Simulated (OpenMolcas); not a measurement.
# Re³⁺ among point charges: CASSCF and CASPT2 levels and susceptibility

How does a field of 6 point charges split the states of Re³⁺, and what χT follows?

The numbers are computed with OpenMolcas 26.06 (state-averaged CASSCF and CASPT2, spin-orbit coupling by RASSI with atomic mean-field integrals), except any that are marked as measured or tabulated.

### Step 1. The system

```
Species                           : Re³⁺ (rhenium, Z = 75, 72 electrons)
Basis                             : ANO-RCC-VTZP [8s7p5d3f2g1h], 104 functions
Scalar Hamiltonian                : DKH2, point nucleus
Inactive shells                   : 1s 2s 2p 3s 3p 3d 4s 4p 4d 4f 5s 5p
Active space                      : 4 electrons in 5 orbitals (5d)
Some configurations of this space : 5d⁴
Orbitals                          : optimised for each spin and parity, averaged over all roots
```

The outer shells:

5d4
```
5d [↑ ][↑ ][↑ ][↑ ][  ]
```

The ion sits among 6 point charges of -1.2 e arranged as a trigonal antiprism (D3d), 2.13 Å from the ion, with a polar angle of 61.3° against the regular 54.74°.

Each step is its own input file, run in one work folder so that later steps find the files of earlier ones. Labels, J, g values, rates, χT and fits are worked out afterwards by a script from the matrices that RASSI stores. The input lists half of the charges; inversion (Group=XYZ) makes the rest.

### Step 2. GATEWAY and SEWARD: basis and integrals

File a.inp:

```
&GATEWAY
Coord
1

Re 0.0 0.0 0.0
Basis=ANO-RCC-VTZP
Group=XYZ
NoMove
AngMom=0.0 0.0 0.0
AMFI
XField
3 Angstrom 0
0.000000 1.868391 1.022749 -1.200000
1.618074 -0.934195 1.022749 -1.200000
1.618074 0.934195 -1.022749 -1.200000
&SEWARD
```

Command:

```sh
$ OMP_NUM_THREADS=1 MOLCAS_MEM=1689 MOLCAS_PROJECT=a pymolcas a.inp > a.log
```

### Step 3. Reference wave functions, quintets of even parity, 5 roots

File a.inp:

```
&RASSCF
FileOrb=start.orb
Symmetry=1
Spin=5
nActEl=4 0 0
Inactive=15 19
Ras2=5 0
CIRoot=5 5 1
SDav=5
CIMx=300
Iter=120 100
PrWF=0.3
OrbListing=Nothing
MaxOrb=0
>>> COPY $Project.JobIph JOB001
```

start.orb holds the contracted functions of the basis, ordered by shell, or the orbitals of the step before.

### Step 4. CASSCF: triplets of even parity, 45 roots

File a.inp:

```
&RASSCF
FileOrb=start.orb
Symmetry=1
Spin=3
nActEl=4 0 0
Inactive=15 19
Ras2=5 0
CIRoot=45 45 1
SDav=45
CIMx=300
Iter=120 100
PrWF=0.3
OrbListing=Nothing
MaxOrb=0
>>> COPY $Project.JobIph JOB002
```

### Step 5. CASSCF: singlets of even parity, 50 roots

File a.inp:

```
&RASSCF
FileOrb=start.orb
Symmetry=1
Spin=1
nActEl=4 0 0
Inactive=15 19
Ras2=5 0
CIRoot=50 50 1
SDav=50
CIMx=300
Iter=120 100
PrWF=0.3
OrbListing=Nothing
MaxOrb=0
>>> COPY $Project.JobIph JOB003
```

### Step 6. State interaction with spin-orbit coupling

File a.inp:

```
&RASSI
NrOfJobIphs=3 5 45 50
1 2 3 4 5
1 2 3 4 5 6 7 8 9 10 11 12 13 14 15 16 17 18 19 20 21 22 23 24 25 26 27
28 29 30 31 32 33 34 35 36 37 38 39 40 41 42 43 44 45
1 2 3 4 5 6 7 8 9 10 11 12 13 14 15 16 17 18 19 20 21 22 23 24 25 26 27
28 29 30 31 32 33 34 35 36 37 38 39 40 41 42 43 44 45 46 47 48 49 50
IphNames
JOB001
JOB002
JOB003
EJob
SpinOrbit
DIPRint=1.0
SOCoupling=1000.0
Subsets=2
Property=9
'ANGMOM' 1 'ANGMOM' 2 'ANGMOM' 3 'MLTPL  1' 1 'MLTPL  1' 2 'MLTPL  1' 3
'AMFI' 1 'AMFI' 2 'AMFI' 3
SOProperty=3
'ANGMOM' 1 'ANGMOM' 2 'ANGMOM' 3
```

### Step 7. CASPT2: IPEA 0.25, imaginary shift 0.1 (closed shells correlated: 5s 5p)

File a.inp:

```
>>> COPY JOB001 $Project.JobIph
&CASPT2
Multistate=5 1 2 3 4 5
NoMult
Frozen=14 16
IPEA=0.25
Imaginary=0.1
MaxIter=60
WThr=0.0 0.3 0.05
PrWF=0.5
NoMix
>>> COPY JOB002 $Project.JobIph
&CASPT2
Multistate=45 1 2 3 4 5 6 7 8 9 10 11 12 13 14 15 16 17 18 19 20 21 22
23 24 25 26 27 28 29 30 31 32 33 34 35 36 37 38 39 40 41 42 43 44 45
NoMult
Frozen=14 16
IPEA=0.25
Imaginary=0.1
MaxIter=60
WThr=0.0 0.3 0.05
PrWF=0.5
NoMix
>>> COPY JOB003 $Project.JobIph
&CASPT2
Multistate=50 1 2 3 4 5 6 7 8 9 10 11 12 13 14 15 16 17 18 19 20 21 22
23 24 25 26 27 28 29 30 31 32 33 34 35 36 37 38 39 40 41 42 43 44 45 46
47 48 49 50
NoMult
Frozen=14 16
IPEA=0.25
Imaginary=0.1
MaxIter=60
WThr=0.0 0.3 0.05
PrWF=0.5
NoMix
```

(Steps that only read results are left out.)

What does the calculation give? Wanted: spin-free ground state; first state of the same spin within the active space; lowest level; next level.

The runs gave:

| quantity | value |
| --- | --- |
| method | SS-CASPT2, IPEA 0.25, imaginary shift 0.1 (closed shells correlated: 5s 5p) |
| spin-free ground state | 5E, 2-fold in its orbital part |
| first state of the same spin within the active space | 5E at 7460 cm⁻¹ |
| lowest level | 1-fold A1 |
| next level | 1612.7 cm⁻¹ |
| χT at 300 K | 0.19 cm³ K/mol |
| effective moment at 300 K | 1.24 μB |

Cost by method:

```tsv
method	time of its own steps	time with the reference
A. CASSCF	32 s	32 s
B. SS-CASPT2, IPEA 0.25, imaginary shift 0.1, +5s 5p	35 s	67 s
```

Times are of one thread on a shared host.

In words: The spin-free ground state (5E) comes to 100 % from free-ion D terms and keeps the highest spin of the shell. χT at 300 K is 0.19, against 3.01 cm³ K/mol for the spin alone, so spin-orbit coupling lowers it. An active space of the d shell alone favours high spin; real ions in strong fields can be low spin. CASPT2 does not keep the components of a term degenerate, and the means are used. The field of point charges can differ much from that of real complexes. With metal d orbitals alone active, the gaps between spin states are rough; where two lie within a few thousand cm-1, their order is open. Point charges carry no covalency, so the field is a model and not that of real ligands.
